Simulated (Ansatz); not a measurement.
## C2H6AlI, SMILES [AlH2][CH2]CI: a ladder of methods at one geometry

Computed with Ansatz's Python interface.

`methods_c2h6ali.py`
```python
from dataclasses import dataclass
import warnings

import ansatz as az


@dataclass
class Options:
    basis_set: str = "def2-SVP"


settings = Options()

warnings.simplefilter("ignore", az.DeckWarning)

mol = (
    az.Crystal.molecule()
    .atom("Al", (-0.2443, 1.6892, 0.1623))
    .atom("C", (-0.2813, -0.2401, 0.4909))
    .atom("C", (0.608, -0.9593, -0.4986))
    .atom("I", (0.7012, -3.0494, -0.0915))
    .atom("H", (-0.5083, 2.2071, -1.3744))
    .atom("H", (-0.9959, 2.6792, 1.2408))
    .atom("H", (0.0949, -0.4074, 1.5367))
    .atom("H", (-1.2767, -0.601, 0.3792))
    .atom("H", (0.3007, -0.781, -1.4863))
    .atom("H", (1.6848, -0.5885, -0.3562))
)

setup = mol.calculation().basis(gaussian=settings.basis_set)

methods = ["mp2", "ccsd", "ccsd_t"]
batch = az.Session.batch([setup.correlation(m).input() for m in methods])
reports = sorted(batch.plan().execute().molecular_reports, key=lambda each: each["member"])
print(f"Hartree-Fock reference {reports[0]['reference_energy_ev'] / 27.211386246:.6f} Ha")
best = reports[-1]["free_energy_ev"] - reports[-1]["reference_energy_ev"]
for method, each in zip(methods, reports):
    gained = each["free_energy_ev"] - each["reference_energy_ev"]
    print(f"{method:8s} total {each['free_energy_ev'] / 27.211386246:.6f} Ha  correlation {gained:9.4f} eV  ({100 * gained / best:.1f} % of the last)")
```

`python methods_c2h6ali.py` gives:
```text
Hartree-Fock reference -617.620929 Ha
mp2      total -618.096616 Ha  correlation  -12.9441 eV  (88.3 % of the last)
ccsd     total -618.144755 Ha  correlation  -14.2540 eV  (97.2 % of the last)
ccsd_t   total -618.159927 Ha  correlation  -14.6669 eV  (100.0 % of the last)
```

Notes:
- These settings explore the input space; basis and method may be short of convergence.
- The geometry is a force-field or estimated start, not a minimum of this method, and the basis set is short of its limit. A lower total doesn't mark the better method: functionals have no common bound, and MP2 and coupled cluster aren't variational.
- def2 sets replace the cores of elements past krypton by effective core potentials.
- Inner cores stay frozen; a filled d shell under the valence of the heavier atoms is correlated with it.
